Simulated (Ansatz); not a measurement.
Crystal: Mn2FeN2.

```
Fe Mn N
1.0
     2.61512   -1.51510    0.00000
     2.61512    1.51510    0.00000
    -0.01474    0.00000    5.92731
Fe Mn N
1 2 2
Cartesian
  -0.0074 0.0000 2.9637
  3.4743 0.0000 4.9379
  1.7412 0.0000 0.9894
  3.4874 0.0000 1.5556
  1.7281 0.0000 4.3717
```

The cell comes from a database or a generator and needn't be the stable form of this composition.

* Program: Ansatz 0.2.0
* Task: single point
* Functional: PBE
* Potentials or basis: Ansatz PAW
* Cutoff: 420 eV (not typed: the program's choice for these potentials)
* k mesh: 10 × 10 × 5
* Occupations: fermi-dirac, width 0.05 eV
* Spin: collinear spin, ferromagnetic start
* Starting moments: [3.0, 4.0, 4.0, 0.0, 0.0] μB

On this cell: pressure -2.1 GPa; largest force 0.136 eV/Å; net moment 1.67 μB per cell; site moments Fe +2.41; Mn -0.36; N +0.03 μB; band gap on the k mesh none (metal or under the smearing width).

The same run follows on a disturbed copy (atoms moved at random, drawn with an rms of 0.05 Å):

```
Fe Mn N
1.0
     2.61512   -1.51510    0.00000
     2.61512    1.51510    0.00000
    -0.01474    0.00000    5.92731
Fe Mn N
1 2 2
Cartesian
  -0.0304 0.0601 2.9771
  3.4774 0.0196 4.8938
  1.7745 -0.0541 0.9866
  3.4882 -0.0003 1.5602
  1.7333 -0.0026 4.3525
```

Task: What changes?

Result: The energy (extrapolated to zero smearing) moves by +10.0 meV/atom; pressure -1.6 GPa; largest force 1.011 eV/Å; net moment 1.74 μB per cell; site moments Fe +2.30; Mn -0.21, -0.34; N +0.03, +0.02 μB; band gap on the k mesh none (metal or under the smearing width).

Forces on the atoms (eV/Å):
```
Fe   0.055 -0.064 -0.273
Mn   0.018 -0.355  0.358
Mn  -0.508  0.871 -0.081
N    0.442 -0.710 -0.047
N   -0.007  0.258  0.043
```

Stress tensor (GPa, compression positive):
```
-1.24  2.87  0.64
 2.87 -3.66 -1.42
 0.64 -1.42  0.19
```

Caveats: only a ferromagnetic start was run, and an antiferromagnetic order may lie lower in energy; the starting moments weren't kept.
